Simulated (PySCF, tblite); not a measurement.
# C4H9Ge2NO: geometry, infrared bands and NMR shifts

Wanted: the infrared bands and NMR shifts of C4H9Ge2NO (`C=[CH][GeH2][O][CH2][GeH2][C]#N`), by calculation.

Computed with tblite 0.8.0 and PySCF 2.14.0, with density-fitted response routines of our own, on a single molecule in the gas phase. Atoms count from 0, in the outputs and in this text.

### 1 Starting geometry

17 atoms, charge 0, multiplicity 1; geometry from: force field or distance geometry start.

Bonds of the start (Å): C0–C1 1.32, C1–Ge2 1.93, Ge2–O3 1.80, O3–C4 1.42, C4–Ge5 1.94, Ge5–C6 1.90, C6–N7 1.16, C0–H8 1.09, C0–H9 1.08, C1–H10 1.09, Ge2–H11 1.56, Ge2–H12 1.54, C4–H13 1.11, C4–H14 1.11, Ge5–H15 1.56, Ge5–H16 1.55.

### 2 Geometry optimisation with GFN2-xTB

Job settings and geometry (Å):

```
{"job": {"kind": "relax", "xc": "GFN2-xTB", "basis": "xTB"}, "charge": 0, "multiplicity": 1}
C     -2.715300     0.808700     0.508400
C     -2.388500    -0.463600     0.354200
Ge    -1.167000    -1.013700    -1.029100
O      0.383700    -0.121000    -0.867600
C      1.064600    -0.676400     0.247600
Ge     2.726800     0.294500     0.483300
C      2.350400     2.122200     0.819800
N      2.121500     3.238000     1.033900
H     -3.397200     1.103600     1.304100
H     -2.332800     1.569600    -0.153800
H     -2.784300    -1.218400     1.039700
H     -1.808600    -0.666800    -2.404200
H     -0.946800    -2.539500    -0.944400
H      1.321900    -1.744000     0.058500
H      0.470500    -0.556900     1.178200
H      3.500600    -0.302100     1.701800
H      3.593600     0.178000    -0.794000
```

Command:

```bash
> OMP_NUM_THREADS=1 python probes_run.py task.json out
```

One launch serves the whole session: the jobs run in the order shown.

**Question.** This job is followed by: GFN2-xTB harmonic vibrations, gas phase; GIAO PBE0/pcSseg-1 NMR shielding, non-relativistic, gas phase. Predict these results of the whole session: strongest single infrared mode (GFN2-xTB); zero-point energy (GFN2-xTB); 13C shifts against TMS (PBE0/pcSseg-1); 1H shifts against TMS (PBE0/pcSseg-1, means over atoms taken as alike); 73Ge shifts against GeMe4 (PBE0/pcSseg-1); 17O shifts against H2O (PBE0/pcSseg-1); 15N shifts against NH3 (PBE0/pcSseg-1).

**Answer**, as computed:

| quantity | value |
| --- | --- |
| strongest single infrared mode (GFN2-xTB) | 2048 cm⁻¹, 414 km/mol |
| zero-point energy (GFN2-xTB) | 67.7 kcal/mol |
| 13C shifts against TMS (PBE0/pcSseg-1) | 148.3, 134.8, 124.9, 60.1 ppm |
| 1H shifts against TMS (PBE0/pcSseg-1, means over atoms taken as alike) | 7.05, 6.96, 6.17, 5.18, 4.37, 4.30 ppm |
| 73Ge shifts against GeMe4 (PBE0/pcSseg-1) | -30, -206 ppm |
| 17O shifts against H2O (PBE0/pcSseg-1) | -9.3 ppm |
| 15N shifts against NH3 (PBE0/pcSseg-1) | 361.6 ppm |

The optimisation took 195 steps and gained 0.385 eV; among the close pairs (by a distance rule), Ge2–H11 changed most, from 1.557 to 1.497 Å. All 45 modes are real, so the xTB geometry is a minimum. The strongest single mode, at 2048 cm⁻¹, moves mainly H16. GFN2-xTB is a fitted tight-binding method: band positions and strengths are rough. Its intensities can rank the bands wrongly. C0 (terminal =CH2 carbon) lies farthest downfield among carbon, at 148.3 ppm; an sp2 carbon of a C=C bond. At PBE0/pcSseg-1: Shielding is most anisotropic at N7 (span 607 ppm, paramagnetic term -432 ppm). Spin-orbit coupling is left out, which matters for shieldings and couplings at and beside the heavy atoms.
